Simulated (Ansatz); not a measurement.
# Si: the cost of one run

Program: Ansatz 0.2.0. Level of theory: DFT PBE, plane waves, PAW, scalar-relativistic, no spin polarisation. These are calculated values, not measurements.

### 1 Starting point

The cell holds 17 atoms (Si17): a = 7.679 Å, b = 7.679 Å, c = 7.679 Å, α = 60.00°, β = 60.00°, γ = 60.00°.

The coordinates stand in the first input below.

### 2 End point A

Input file input.yaml:

```yaml
crystal:
  lattice:
    - [0.0, 5.43, 5.43]
    - [5.43, 0.0, 5.43]
    - [5.43, 5.43, 0.0]
  atoms:
    - { symbol: Si, position: [0.0, 0.0, 0.0] }
    - { symbol: Si, position: [0.125, 0.125, 0.125] }
    - { symbol: Si, position: [0.0, 0.0, 0.5] }
    - { symbol: Si, position: [0.125, 0.125, 0.625] }
    - { symbol: Si, position: [0.0, 0.5, 0.0] }
    - { symbol: Si, position: [0.125, 0.625, 0.125] }
    - { symbol: Si, position: [0.0, 0.5, 0.5] }
    - { symbol: Si, position: [0.125, 0.625, 0.625] }
    - { symbol: Si, position: [0.5, 0.0, 0.0] }
    - { symbol: Si, position: [0.625, 0.125, 0.125] }
    - { symbol: Si, position: [0.5, 0.0, 0.5] }
    - { symbol: Si, position: [0.625, 0.125, 0.625] }
    - { symbol: Si, position: [0.5, 0.5, 0.0] }
    - { symbol: Si, position: [0.625, 0.625, 0.125] }
    - { symbol: Si, position: [0.5, 0.5, 0.5] }
    - { symbol: Si, position: [0.625, 0.625, 0.625] }
    - { symbol: Si, position: [0.7462458, 0.7567052, 0.7467769] }
basis:
  ecutwfc: 420.0
kpoints:
  mp_grid: { grid: [2, 2, 2] }
hamiltonian:
  xc: pbe
  pseudopotentials: { kind: paw, azcp: { folder: soft_1 } }
scf:
  occupations: { method: gaussian, width: 0.02 }
  lower_state_search: "off"
relax:
  f_tol: 0.03
  max_steps: 60
  adjacent_minimum: "off"
```

Started as:

```bash
$ ansatz run input.yaml --threads 1 --pin off --max-ram 3072MiB --backend cpu --events-out ev --progress --plain --runs-dir out
```

Q: Estimate wall time and peak memory on 1 thread of Arm Neoverse V1, shared host.

About 18 s, with a peak of 0.49 GiB.
